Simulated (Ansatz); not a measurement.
# SnH₃F: a ladder of functionals and wavefunction methods

An exercise on one series of results from a longer session: the logs are not shown, and one member is left open.

Method: functionals in def2-TZVPP, the program's frozen cores in correlated methods; program: Ansatz 0.2.0, Gaussian basis.

The runs, in order: LDA (SPW92), PBE-D4, revPBE-D4, BLYP-D4, r2SCAN-D4, B97M-V, PBE0-D4, B3LYP-D4, r2SCANh-D4, r2SCAN0-D4, HSE06-D4, BHLYP-D4, CAM-B3LYP-D4, LC-ωPBE, ωB97X-V, ωB97M-V, B2PLYP, PBE-QIDH; CCSD(T)/def2-SVP; CCSD(T)/def2-TZVPP; MP2/def2-QZVPP; extrapolation to the limit; RPA on PBE.

**Structure used throughout**

All runs share one geometry, relaxed beforehand with PBE0-D4 in a triple-zeta def2 set. Sn takes the def2 core potential; no spin-orbit term is included.

5 atoms, charge 0, spin multiplicity 1.

Atoms are counted from 1 here; the program's logs count them from 0.

Bond lengths: F1–Sn2 1.926 Å, Sn2–H3 1.701 Å, Sn2–H4 1.701 Å, Sn2–H5 1.701 Å. Angles: F1–Sn2–H3 104.7°, F1–Sn2–H4 104.7°, F1–Sn2–H5 104.7°, H3–Sn2–H4 113.8°, H3–Sn2–H5 113.8°, H4–Sn2–H5 113.8°.

The first run:

Input file in.yaml:

```yaml
crystal:
  periodic: [false, false, false]
  atoms:
    - {symbol: F, position_ang: [-1.285011, 0.718292, 1.005022]}
    - {symbol: Sn, position_ang: [0.100384, -0.065890, -0.079026]}
    - {symbol: H, position_ang: [-0.528442, -0.054778, -1.659125]}
    - {symbol: H, position_ang: [0.318914, -1.626454, 0.560621]}
    - {symbol: H, position_ang: [1.444057, 0.955230, 0.131007]}
basis:
  gaussian: {orbitals: def2-TZVPP}
hamiltonian: {xc: lda}
output: {orbitals: {seedname: orbitals}}
```

Among the steps run: LDA; PBE-D4 (GGA); revPBE-D4 (GGA); BLYP-D4 (GGA); r2SCAN-D4 (meta-GGA); B97M-V (meta-GGA); PBE0-D4 (hybrid); B3LYP-D4 (hybrid); r2SCANh-D4 (hybrid); r2SCAN0-D4 (hybrid); HSE06-D4 (hybrid); BHLYP-D4 (hybrid); CAM-B3LYP-D4 (range-separated); LC-ωPBE-D4 (range-separated; the results give it without D4); ωB97X-V (range-separated); ωB97M-V (range-separated); B2PLYP (double hybrid); PBE-QIDH (double hybrid).

One table of the session follows, with a row left open; its other results are not shown here.

It belongs to the step «Frontier levels by functional». 

| functional | HOMO (eV) | gap (eV) |
| --- | --- | --- |
| LDA (SPW92) | -7.99 | 6.12 |
| PBE-D4 | -7.88 | 6.26 |
| revPBE-D4 | -7.83 | 6.32 |
| BLYP-D4 | -7.81 | 6.24 |
| r2SCAN-D4 | ? | ? |
| B97M-V | -8.40 | 6.92 |
| PBE0-D4 | -9.37 | 8.54 |
| B3LYP-D4 | -9.17 | 8.06 |
| r2SCANh-D4 | -8.83 | 7.87 |
| r2SCAN0-D4 | -9.62 | 9.05 |
| HSE06-D4 | -8.97 | 7.78 |
| BHLYP-D4 | -10.70 | 10.55 |
| CAM-B3LYP-D4 | -10.79 | 10.78 |
| LC-ωPBE | -12.12 | 13.27 |
| ωB97X-V | -11.79 | 12.81 |
| ωB97M-V | -11.62 | 12.31 |

Estimate the missing values for r2SCAN-D4.

Worked estimate for «HOMO (eV)». Against the share of exact exchange, r2SCANh-D4 (0.1, -8.83), r2SCAN0-D4 (0.25, -9.62) give a slope of -5.27 per unit share; at 0 the line stands at -8.30.

As computed: HOMO (eV): -8.27; gap (eV): 7.05. In «HOMO (eV)» the line misses by -0.03.
